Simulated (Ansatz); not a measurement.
# LaBi: further runs on the relaxed cell

One table from this session's results is given with a row withheld; the runs are named, their logs left out.

The COD entry's cell or inner coordinates are ideal or old and differ from later refinements, so a difference from it is no clean test against experiment.

Method: DFT PBEsol, scalar-relativistic, plane waves, PAW, in Ansatz 0.2.0.

## The structure to begin with

Symmetry: Fm-3m, No. 225, cubic system. The conventional cell has a = 6.557 Å, b = 6.557 Å, c = 6.557 Å, α = 90.00°, β = 90.00°, γ = 90.00°. La (site symmetry m-3m) has 6 Bi at 3.28 Å as nearest neighbours. Bi (site symmetry m-3m) is surrounded by 6 La at 3.28 Å.

Structure file:

```cif
data_structure
_symmetry_space_group_name_H-M 'P 1'
_symmetry_Int_Tables_number 1
_cell_length_a 4.6364
_cell_length_b 4.6364
_cell_length_c 4.6364
_cell_angle_alpha 60.000
_cell_angle_beta 60.000
_cell_angle_gamma 60.000
_cell_volume 70.47
loop_
_atom_site_label
_atom_site_type_symbol
_atom_site_fract_x
_atom_site_fract_y
_atom_site_fract_z
_atom_site_occupancy
La1 La 0.00000 0.00000 0.00000 1
Bi1 Bi 0.50000 0.50000 0.50000 1
```

It is the result of an earlier relaxation at this level (volume 35.24 Å³/atom; gap on the mesh: none (metal)).

Set-up of the first run:

Contents of input.yaml:

```yaml
crystal:
  lattice:
    - [0.0, 3.2453097098, 3.2453097098]
    - [3.2453097098, 0.0, 3.2453097098]
    - [3.2453097098, 3.2453097098, 0.0]
  atoms:
    - { symbol: La, position: [0.0, 0.0, 0.0] }
    - { symbol: Bi, position: [0.5, 0.5, 0.5] }
basis:
  ecutwfc: 420
kpoints:
  mp_grid: { grid: [12, 12, 12] }
hamiltonian:
  xc: pbesol
scf:
  occupations: { method: gaussian, width: 0.1 }
output:
  forces: true
  stress: true
  eigenvalues: true
  write_density: true
  write_potential: true
  elf: true
  volumetric_format: npy
```

Command:

```console
$ ansatz run input.yaml --threads 1 --pin off --max-ram 2560MiB --backend cpu --events-out ev --progress --plain --runs-dir out
```

Steps of the session up to this table: The cell scaled to 0.97 of its volume; Volume × 1.03; Point at V/V0 = 0.94; The cell scaled to 1.06 of its volume; Volume × 0.91; Volume × 1.10; Point at V/V0 = 0.88.

One of the session's tables, all rows but one given; the rest of the session is left out.

It belongs to the step «Equation of state». 

| volume (Å³/atom) | energy above the lowest point (meV/atom) | pressure (GPa) |
| --- | --- | --- |
| 31.008 | 104.3 | 8.83 |
| 32.066 | 55.3 | 6.07 |
| 33.123 | 23.2 | 3.72 |
| 34.180 | 5.5 | 1.71 |
| 35.237 | 0.0 | 0.00 |
| 36.294 | 4.9 | -1.46 |
| 37.351 | ? | ? |
| 38.761 | 48.8 | -4.09 |

Q: Estimate the row for volume (Å³/atom) = 37.351 from the others.

Worked estimate for «energy above the lowest point (meV/atom)». A straight line through the neighbours (36.294, 4.9) and (38.761, 48.8) gives 4.9 + (48.8 − 4.9) × (37.351 − 36.294) / (38.761 − 36.294) = 23.7; a parabola fitted to 3 rows on both sides gives 18.1.

As computed: energy above the lowest point (meV/atom): 18.8; pressure (GPa): -2.70. In «energy above the lowest point (meV/atom)» the line misses by +4.9 and the parabola by -0.7.
